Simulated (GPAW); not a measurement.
# NbP in GPAW: notebook, part 2 of 2

GPAW 26.7.0. Earlier steps stand in the parts before.

## Step 5: Single point, RPBE (the (0 0 1) slab of NbP, cut from the database cell, not relaxed)

Input file run.py:

```python
import numpy as np
from ase.dft.bandgap import bandgap
from ase.io import read, write
from gpaw import GPAW, PW

atoms = read('NbP.xyz')
atoms.pbc = (True, True, False)

calc = GPAW(mode=PW(450),
            xc='RPBE',
            kpts={'size': (8, 8, 1), 'gamma': True},
            occupations={'name': 'fermi-dirac', 'width': 0.05},
            nbands=63,
            convergence={'density': 1e-05, 'energy': 1e-05},
            maxiter=150,
            poissonsolver={'dipolelayer': 'xy'},
            txt='gpaw.txt')
atoms.calc = calc
energy = atoms.get_potential_energy()
forces = atoms.get_forces()
calc.write('gs.gpw')
write('result.traj', atoms)
print(f'Energy: {energy:.6f} eV')
print('Forces (eV/A):')
print(forces.round(4))
print('Fermi level:', round(calc.get_fermi_level(), 4), 'eV')
print(f'Gap: {bandgap(calc)[0]:.4f} eV, direct: {bandgap(calc, direct=True)[0]:.4f} eV')

v = calc.get_electrostatic_potential().mean(axis=(0, 1))
z = np.arange(len(v)) * atoms.cell[2, 2] / len(v)
ef = calc.get_fermi_level()
np.savetxt('planar.dat', np.c_[z, v], fmt='%.4f')
below, above = np.interp([1.5, atoms.cell[2, 2] - 1.5], z, v) - ef
print(f'Work functions: bottom {below:.4f} eV, top {above:.4f} eV')
print('Dipole moment:', *calc.get_dipole_moment().round(5), 'e A')
```

Input file NbP.xyz:

```xyz
8
Lattice="3.3498465088 0.0000000000 0.0000000000 0.0000000000 3.3498465088 0.0000000000 0.0000000000 0.0000000000 24.5614931227" Properties=species:S:1:pos:R:3 pbc="T T T"
Nb     1.6749232544      1.6749232544      7.5000000000
P      0.0000000000      0.0000000000      8.4513307440
Nb     0.0000000000      1.6749232544     10.3700540879
P      1.6749232544      0.0000000000     11.3213849468
Nb     0.0000000000      0.0000000000     13.2401081759
P      1.6749232544      1.6749232544     14.1914389199
Nb     1.6749232544      0.0000000000     16.1101622638
P      0.0000000000      1.6749232544     17.0614931227
```

Potentials or basis: the program's PAW data sets (release 1.2.1) made for this functional, pw.

The run is started by

```console
$ OMP_NUM_THREADS=1 python run.py
```

gpaw.txt:

```text
__  _  _
 | _ |_)|_||  |
 |__||  | ||/\| - 26.7.0

Input parameters:
  mode=PW(ecut=450.00000000000006),
  convergence={'density': 1e-05, 'energy': 1e-05},
  kpts=MonkhorstPack(size=(8, 8, 1), gamma=True),
  maxiter=150,
  nbands=63,
  occupations=Occupations(name='fermi-dirac', width=0.05),
  poissonsolver=PoissonSolver(dipolelayer='xy'),
  xc=XC(name='RPBE')

Diagonalizing LCAO Hamiltonian
Converting LCAO to pw mode
   .-------.
  /|       |
 * |       |
 | |       |
 | |       |
 | |       |
 | |       |
 | |       |
 | |       |
 | |       |
 |P|       |
 | |       |
 | | Nb    |
 | |       |
 | |  P    |
 | |       |
 Nb|       |
 | |       |
 |Nb P     |
 | |       |
 | |       |
 | |       |
 P |  Nb   |
 | |       |
 | |       |
 | |       |
 | |       |
 | |       |
 | |       |
 | |       |
 | .-------.
 |/       /
 *-------*

Atoms  # Å, Bohr magnetons
|   | symbol |        x |        y |         z |    initial magnetic moments |
|---|--------|----------|----------|-----------|-----------------------------|
| 0 |     Nb | 1.674923 | 1.674923 |  7.500000 | ( 0.0000,  0.0000,  0.0000) |
| 1 |      P | 0.000000 | 0.000000 |  8.451331 | ( 0.0000,  0.0000,  0.0000) |
| 2 |     Nb | 0.000000 | 1.674923 | 10.370054 | ( 0.0000,  0.0000,  0.0000) |
| 3 |      P | 1.674923 | 0.000000 | 11.321385 | ( 0.0000,  0.0000,  0.0000) |
| 4 |     Nb | 0.000000 | 0.000000 | 13.240108 | ( 0.0000,  0.0000,  0.0000) |
| 5 |      P | 1.674923 | 1.674923 | 14.191439 | ( 0.0000,  0.0000,  0.0000) |
| 6 |     Nb | 1.674923 | 0.000000 | 16.110162 | ( 0.0000,  0.0000,  0.0000) |
| 7 |      P | 0.000000 | 1.674923 | 17.061493 | ( 0.0000,  0.0000,  0.0000) |

Unit cell  # Å
| periodic |        x |        y |         z |   lengths |    angles |
|----------|----------|----------|-----------|-----------|-----------|
|      yes | 3.349847 | 0.000000 |  0.000000 |  3.349847 | 90.000000 |
|      yes | 0.000000 | 3.349847 |  0.000000 |  3.349847 | 90.000000 |
|       no | 0.000000 | 0.000000 | 24.561493 | 24.561493 | 90.000000 |

Number of symmetries: 4
Symmetry operations  # r_c * U_cc + t_c -> r_c
|   | kind |            matrix            |
|---|------|------------------------------|
| 0 |  E   |  1, 0, 0,  0, 1, 0,  0, 0, 1 |
| 1 |  σ   |  1, 0, 0,  0,-1, 0,  0, 0, 1 |
| 2 |  σ   | -1, 0, 0,  0, 1, 0,  0, 0, 1 |
| 3 |  C2  | -1, 0, 0,  0,-1, 0,  0, 0, 1 |

BZ-sampling:
  Number of BZ points: 64
  Number of IBZ points: 25

  Monkhorst-Pack size: [8, 8, 1]
  Monkhorst-Pack shift: [0.0625, 0.0625, 0.0]

K-points  # in reciprocal-cell coordinates
|     |                                coordinates |     weight |
|-----|--------------------------------------------|------------|
|   0 | (  0.00000000,   0.00000000,   0.00000000) | 0.01562500 |
|   1 | (  0.00000000,   0.12500000,   0.00000000) | 0.03125000 |
|   2 | (  0.00000000,   0.25000000,   0.00000000) | 0.03125000 |
|   3 | (  0.00000000,   0.37500000,   0.00000000) | 0.03125000 |
|   4 | (  0.00000000,   0.50000000,   0.00000000) | 0.01562500 |
|   5 | (  0.12500000,   0.00000000,   0.00000000) | 0.03125000 |
|   6 | (  0.12500000,   0.12500000,   0.00000000) | 0.06250000 |
|   7 | (  0.12500000,   0.25000000,   0.00000000) | 0.06250000 |
|   8 | (  0.12500000,   0.37500000,   0.00000000) | 0.06250000 |
|   9 | (  0.12500000,   0.50000000,   0.00000000) | 0.03125000 |
| ... |                                            |            |
|  24 | (  0.50000000,   0.50000000,   0.00000000) | 0.01562500 |

Plane wave coefficients: 6032
Cutoff: 450.00000000000006 eV

Spin-components: 1 (collinear spins)
Bands:           63
Projectors:      44
Spin-degeneracy: 2
Datatype:        complex128

Parallelization:
  kpt:    1
  domain: 1
  band:   1

Density:
  Valence electrons: 72.0
  Components: 1
  Grid points: [ 18  18 125]
  Charge: 0.0  # |e|

Potential:
  Grid points: [ 18  18 125]

species:
  Nb:
    name:    Niobium
    Z:       41.0
    valence: 13
    core:    28
    charge:  0.0  # [|e|]
    compensation charges:
      type: gauss
      rc: 0.40  # [Å]
      lmax: 2
    cutoffs:
      filter: 2.35  # [Å]
      core: 1.51  # [Å]
    projectors
    | kind |    occ | energy [eV] | rcut [Å] |
    |------|--------|-------------|----------|
    |   4s |  2.000 |     -58.319 |    1.323 |
    |   5s |  1.000 |      -3.888 |    1.323 |
    |   4p |  6.000 |     -34.497 |    1.323 |
    |   5p |  0.000 |      -1.100 |    1.323 |
    |   4d |  4.000 |      -2.990 |    1.244 |
    |    d |        |      24.222 |    1.244 |

    Using partial waves for Nb as LCAO basis

  P:
    name:    Phosphorus
    Z:       15.0
    valence: 5
    core:    10
    charge:  0.0  # [|e|]
    compensation charges:
      type: gauss
      rc: 0.30  # [Å]
      lmax: 2
    cutoffs:
      filter: 1.69  # [Å]
      core: 1.81  # [Å]
    projectors
    | kind |    occ | energy [eV] | rcut [Å] |
    |------|--------|-------------|----------|
    |   3s |  2.000 |     -13.955 |    0.953 |
    |   3p |  3.000 |      -5.495 |    0.953 |
    |    s |        |      13.257 |    0.953 |
    |    p |        |      21.717 |    0.953 |
    |    d |        |       0.000 |    0.953 |

    Using partial waves for P as LCAO basis

Reference energy: -452880.245130  # eV

eigensolver:
  PPCG
  Converge bands: occupied
  niter=2

density mixing:
  MSR1-Mixer
  Pratt-step length: 0.05
  Maximum mixing coefficient: 0.75
  Old densities: 10
  SVD Regularization: 0.005
  Good broyden scale: 1.0
  Trust region scale: 1.0
  Backstep threshold: 4.0
  History deletion threshold: 6.0
  Fourier metric: weight=20.0, sigma=0.015

occupation numbers:
  Fermi-Dirac:
    width: 0.0500  # eV

<gpaw.new.pw.poisson.DipoleLayerPWPoissonSolver object>
xc functional:
  name: RPBE with 2 nearest neighbor stencil

convergence criteria:
- Maximum integral of absolute [dens]ity change: 1e-05 electrons / valence electron
- Maximum [total energy] change in last 3 cyles: 1e-05 eV / valence electron
- Maximum integral of absolute [eigenst]ate change: 4e-08 eV^2 / valence electron
maximum number of iterations: 150

SCF iterations
|iter     | |      energy | eigst |  dens |
|---------|-|-------------|-------|-------|
|iter:   1| |  -70.296263 | +0.36 |       |
|iter:   2| |  -69.956219 | -1.30 | -0.89 |
|iter:   3| | -411.467860 | +0.85 | -0.94 |
|iter:   4| |  -82.362404 | +0.25 | -0.28 |
|iter:   5| |  -72.346588 | -0.68 | -0.71 |
|iter:   6| |  -70.964202 | +0.43 | -1.00 |
|iter:   7| |  -65.639510 | -1.69 | -0.97 |
|iter:   8| |  -64.570382 | -2.02 | -1.26 |
|iter:   9| |  -65.297822 | -2.05 | -1.54 |
|iter:  10| |  -64.444536 | -2.52 | -1.39 |
|iter:  11| |  -64.547418 | -3.11 | -1.93 |
|iter:  12| |  -64.452709 | -3.31 | -1.77 |
|iter:  13| |  -64.437296 | -3.62 | -2.08 |
|iter:  14| |  -64.429071 | -3.76 | -2.22 |
|iter:  15| |  -64.414765 | -4.14 | -2.29 |
|iter:  16| |  -64.416075 | -4.85 | -2.71 |
|iter:  17| |  -64.413778 | -5.15 | -2.72 |
|iter:  18| |  -64.413728 | -6.35 | -3.46 |
|iter:  19| |  -64.413748c| -6.72 | -3.77 |
|iter:  20| |  -64.413752c| -7.02 | -4.07 |
|iter:  21| |  -64.413738c| -7.57c| -4.12 |
|iter:  22| |  -64.413740c| -7.82c| -4.67 |
|iter:  23| |  -64.413741c| -8.01c| -5.02c|

Converged in 23 steps
Energy contributions relative to reference atoms: (reference = -452880.245130)

Energy contributions:
  Kinetic:          14.127553
  Coulomb:         -34.035229
  Zero:             -0.356441
  External:          0.000000
  Xc:              -44.129014
  Entropy:          -0.041219
  Spinorbit:         0.000000
  ----------------------------
  Free energy:     -64.434350
  Extrapolated:    -64.413741

dipole moment: (-42.590952, -42.572758, -0.078233)  # |e|*Ang

Fermi level: 2.627
Eigenvalues  # (at kpt = [0.000, 0.000, 0.000])
| band index |      eig [eV] | occ [0-2] |
|------------|---------------|-----------|
|          0 |       -52.523 |     2.000 |
|        ... |               |           |
|         29 |         0.522 |     2.000 |
|         30 |         0.891 |     2.000 |
|         31 |         1.017 |     2.000 |
|         32 |         1.595 |     2.000 |
|         33 |         1.634 |     2.000 |
|         34 |         2.348 |     1.992 |
[... 8 lines left out ...]
|         43 |         5.532 |     0.000 |
|         44 |         5.622 |     0.000 |
|        ... |               |           |
|         62 |        11.437 |     0.000 |

No gap
No difference between direct/indirect transitions
vacuum-level: 7.234  # V
Workfunctions: 5.238, 3.975 eV (top, bottom)

Forces  # eV/Ang
|       x |       y |        z |
|---------|---------|----------|
| 0.00000 | 0.00000 |  0.94521 |  # Nb   0
| 0.00000 | 0.00000 | -0.72243 |  # P    1
| 0.00000 | 0.00000 | -0.37309 |  # Nb   2
| 0.00000 | 0.00000 |  0.18169 |  # P    3
| 0.00000 | 0.00000 | -0.24236 |  # Nb   4
| 0.00000 | 0.00000 |  0.07592 |  # P    5
| 0.00000 | 0.00000 |  0.25600 |  # Nb   6
| 0.00000 | 0.00000 | -0.11958 |  # P    7

# Writing to gs.gpw (mode='')
```

It took 7.4 min on 1 thread of AMD EPYC 7R43 (Zen 3), shared host; peak memory 0.39 GiB.

Results:

```
Free energy                     : -64.4344 eV
Largest force                   : 0.945 eV/Å
Band gap on the k mesh          : none (metal or under the smearing width)
Dipole across the slab          : -0.08 e·Å
Work function of the upper face : 5.24 eV
Work function of the lower face : 3.98 eV
```

Forces on the atoms (eV/Å):
```
Nb   0.000  0.000  0.945
P    0.000  0.000 -0.722
Nb   0.000  0.000 -0.373
P    0.000  0.000  0.182
Nb   0.000  0.000 -0.242
P    0.000  0.000  0.076
Nb   0.000  0.000  0.256
P    0.000  0.000 -0.120
```

Levels at points of the mesh, in eV from the Fermi level:
```tsv
k point	band 34	band 35	band 36	band 37	band 38	band 39
(0.00, 0.00, 0.00)	-0.99	-0.28	-0.25	-0.12	0.94	1.14
(0.00, 0.50, 0.00)	-0.76	-0.05	0.06	0.06	0.23	0.32
(0.50, 0.00, 0.00)	-0.96	0.02	0.08	0.25	0.51	0.77
(0.50, 0.50, 0.00)	-0.34	-0.34	1.04	1.06	1.84	2.32
```

## Step 6: Single point, vdW-DF-cx (the (0 0 1) slab of NbP, cut from the database cell, not relaxed)

run.py: that of step 5 with these lines changed.

```diff
@@ -9,3 +9,3 @@
 calc = GPAW(mode=PW(450),
-            xc='RPBE',
+            xc={'name': 'vdW-DF-cx', 'backend': 'libvdwxc'},
             kpts={'size': (8, 8, 1), 'gamma': True},
```

NbP.xyz is that of step 5.

Potentials or basis: GPAW PAW data sets (gpaw-data 1.2.1), pw.

The run is started by

```console
$ OMP_NUM_THREADS=1 python run.py
```

gpaw.txt:

```text
__  _  _
 | _ |_)|_||  |
 |__||  | ||/\| - 26.7.0

Input parameters:
  mode=PW(ecut=450.00000000000006),
  convergence={'density': 1e-05, 'energy': 1e-05},
  kpts=MonkhorstPack(size=(8, 8, 1), gamma=True),
  maxiter=150,
  nbands=63,
  occupations=Occupations(name='fermi-dirac', width=0.05),
  poissonsolver=PoissonSolver(dipolelayer='xy'),
  xc=XC(name='vdW-DF-cx', backend='libvdwxc')

Diagonalizing LCAO Hamiltonian
Converting LCAO to pw mode
   .-------.
  /|       |
 * |       |
 | |       |
 | |       |
 | |       |
 | |       |
 | |       |
 | |       |
 | |       |
 |P|       |
 | |       |
 | | Nb    |
 | |       |
 | |  P    |
 | |       |
 Nb|       |
 | |       |
 |Nb P     |
 | |       |
 | |       |
 | |       |
 P |  Nb   |
 | |       |
 | |       |
 | |       |
 | |       |
 | |       |
 | |       |
 | |       |
 | .-------.
 |/       /
 *-------*

Atoms  # Å, Bohr magnetons
|   | symbol |        x |        y |         z |    initial magnetic moments |
|---|--------|----------|----------|-----------|-----------------------------|
[... 155 lines left out ...]
- Maximum integral of absolute [eigenst]ate change: 4e-08 eV^2 / valence electron
maximum number of iterations: 150

SCF iterations
|iter     | |      energy | eigst |  dens |
|---------|-|-------------|-------|-------|
|iter:   1| |  105.858926 | +0.34 |       |
|iter:   2| |  105.803194 | -1.31 | -0.90 |
|iter:   3| | -155.496927 | +0.74 | -0.94 |
|iter:   4| |   96.770841 | -0.12 | -0.30 |
|iter:   5| |  105.860571 | -0.95 | -0.76 |
|iter:   6| |  107.374715 | +0.10 | -1.04 |
|iter:   7| |  110.430653 | -1.96 | -1.04 |
|iter:   8| |  110.466184 | -1.92 | -1.31 |
|iter:   9| |  109.451765 | -1.68 | -1.33 |
|iter:  10| |  110.935437 | -2.36 | -1.22 |
|iter:  11| |  111.115193 | -2.83 | -1.59 |
|iter:  12| |  109.430881 | -2.34 | -1.65 |
|iter:  13| |  111.270678 | -2.83 | -1.21 |
|iter:  14| |  111.334694 | -3.32 | -1.93 |
|iter:  15| |  111.311085 | -3.77 | -2.34 |
|iter:  16| |  111.343426 | -3.80 | -2.06 |
|iter:  17| |  111.349261 | -4.68 | -2.53 |
|iter:  18| |  111.349262 | -5.42 | -2.99 |
|iter:  19| |  111.348727c| -5.60 | -3.12 |
|iter:  20| |  111.348772c| -5.43 | -3.20 |
|iter:  21| |  111.349004c| -5.69 | -3.05 |
|iter:  22| |  111.349100c| -6.89 | -3.69 |
|iter:  23| |  111.349132c| -7.61c| -4.16 |
|iter:  24| |  111.349142c| -7.46c| -4.48 |
|iter:  25| |  111.349153c| -7.66c| -4.98 |
|iter:  26| |  111.349152c| -8.37c| -5.04c|

Converged in 26 steps
Energy contributions relative to reference atoms: (reference = -452836.245791)

Energy contributions:
  Kinetic:          19.695192
  Coulomb:         -39.084827
  Zero:             -0.478193
  External:          0.000000
  Xc:              131.237704
  Entropy:          -0.041449
  Spinorbit:         0.000000
  ----------------------------
  Free energy:     111.328427
  Extrapolated:    111.349152

dipole moment: (-42.572546, -42.553392, -0.068983)  # |e|*Ang

Fermi level: 2.415
Eigenvalues  # (at kpt = [0.000, 0.000, 0.000])
| band index |      eig [eV] | occ [0-2] |
|------------|---------------|-----------|
|          0 |       -52.686 |     2.000 |
|        ... |               |           |
|         29 |         0.317 |     2.000 |
|         30 |         0.683 |     2.000 |
|         31 |         0.820 |     2.000 |
|         32 |         1.396 |     2.000 |
|         33 |         1.437 |     2.000 |
|         34 |         2.146 |     1.991 |
[... 8 lines left out ...]
|         43 |         4.981 |     0.000 |
|         44 |         5.263 |     0.000 |
|        ... |               |           |
|         62 |        10.740 |     0.000 |

No gap
No difference between direct/indirect transitions
vacuum-level: 7.313  # V
Workfunctions: 5.455, 4.341 eV (top, bottom)

Forces  # eV/Ang
|       x |       y |        z |
|---------|---------|----------|
| 0.00000 | 0.00000 |  1.14740 |  # Nb   0
| 0.00000 | 0.00000 | -0.62621 |  # P    1
| 0.00000 | 0.00000 | -0.34813 |  # Nb   2
| 0.00000 | 0.00000 |  0.17702 |  # P    3
| 0.00000 | 0.00000 | -0.24057 |  # Nb   4
| 0.00000 | 0.00000 |  0.06310 |  # P    5
| 0.00000 | 0.00000 |  0.14990 |  # Nb   6
| 0.00000 | 0.00000 | -0.32031 |  # P    7

# Writing to gs.gpw (mode='')
```

stdout:

```text
Energy: 111.349152 eV
Forces (eV/A):
[[ 0.      0.      1.1474]
 [ 0.      0.     -0.6262]
 [ 0.      0.     -0.3481]
 [ 0.      0.      0.177 ]
 [ 0.      0.     -0.2406]
 [ 0.      0.      0.0631]
 [ 0.      0.      0.1499]
 [ 0.      0.     -0.3203]]
Fermi level: 2.4153 eV
Gap: 0.0000 eV, direct: 0.0000 eV
Work functions: bottom 4.3408 eV, top 5.4550 eV
Dipole moment: -42.57255 -42.55339 -0.06898 e A
```

Run time: 8.7 min. Hardware: 1 thread of AMD EPYC 7R43 (Zen 3), shared host; peak memory 0.46 GiB.

Results:

* Free energy: 111.3284 eV
* Largest force: 1.147 eV/Å
* Band gap on the k mesh: none (metal or under the smearing width)
* Dipole across the slab: -0.07 e·Å
* Work function of the upper face: 5.46 eV
* Work function of the lower face: 4.34 eV

Forces in eV/Å, atoms in the order of the input:
```
Nb   0.000  0.000  1.147
P    0.000  0.000 -0.626
Nb   0.000  0.000 -0.348
P    0.000  0.000  0.177
Nb   0.000  0.000 -0.241
P    0.000  0.000  0.063
Nb   0.000  0.000  0.150
P    0.000  0.000 -0.320
```

Levels at points of the mesh, in eV from the Fermi level:
| k point | band 33 | band 34 | band 35 | band 36 | band 37 | band 38 | band 39 | band 40 |
| --- | --- | --- | --- | --- | --- | --- | --- | --- |
| (0.00, 0.00, 0.00) | -1.02 | -0.98 | -0.27 | -0.27 | -0.10 | 0.94 | 1.14 | 1.37 |
| (0.00, 0.50, 0.00) | -0.84 | -0.74 | -0.06 | 0.06 | 0.07 | 0.23 | 0.29 | 1.41 |
| (0.50, 0.00, 0.00) | -1.41 | -0.96 | 0.01 | 0.08 | 0.25 | 0.52 | 0.77 | 1.04 |
| (0.50, 0.50, 0.00) | -0.73 | -0.35 | -0.34 | 1.04 | 1.06 | 1.79 | 2.31 | 2.96 |

Caveat: the PAW data sets were made with another functional, which shifts forces and pressure a little.

## Step 7: Summary

| level | potentials or basis | gap on the mesh (eV) | largest force (eV/Å) | work function (eV) |
| --- | --- | --- | --- | --- |
| LDA | the program's PAW data sets (release 1.2.1) made for this functional, pw | none | 1.61 | 5.53 |
| PBE | GPAW PAW data sets (gpaw-data 1.2.1), pw | none | 1.11 | 5.32 |
| PBEsol | PAW data sets generated in the run's folder for this functional, pw | none | 1.40 | 5.37 |
| RPBE | the program's PAW data sets (release 1.2.1) made for this functional, pw | none | 0.95 | 5.24 |
| vdW-DF-cx | GPAW PAW data sets (gpaw-data 1.2.1), pw | none | 1.15 | 5.46 |

Alike in all rows: task single point; no spin polarisation; cell the (0 0 1) slab of NbP, cut from the database cell, not relaxed; k mesh 8 × 8 × 1; cutoff (eV) 450; smearing fermi-dirac 0.05 eV.

Caveats: the PAW data sets were made with another functional, which shifts forces and pressure a little (some runs).

Absolute energies hang on the potentials; compare differences alone.
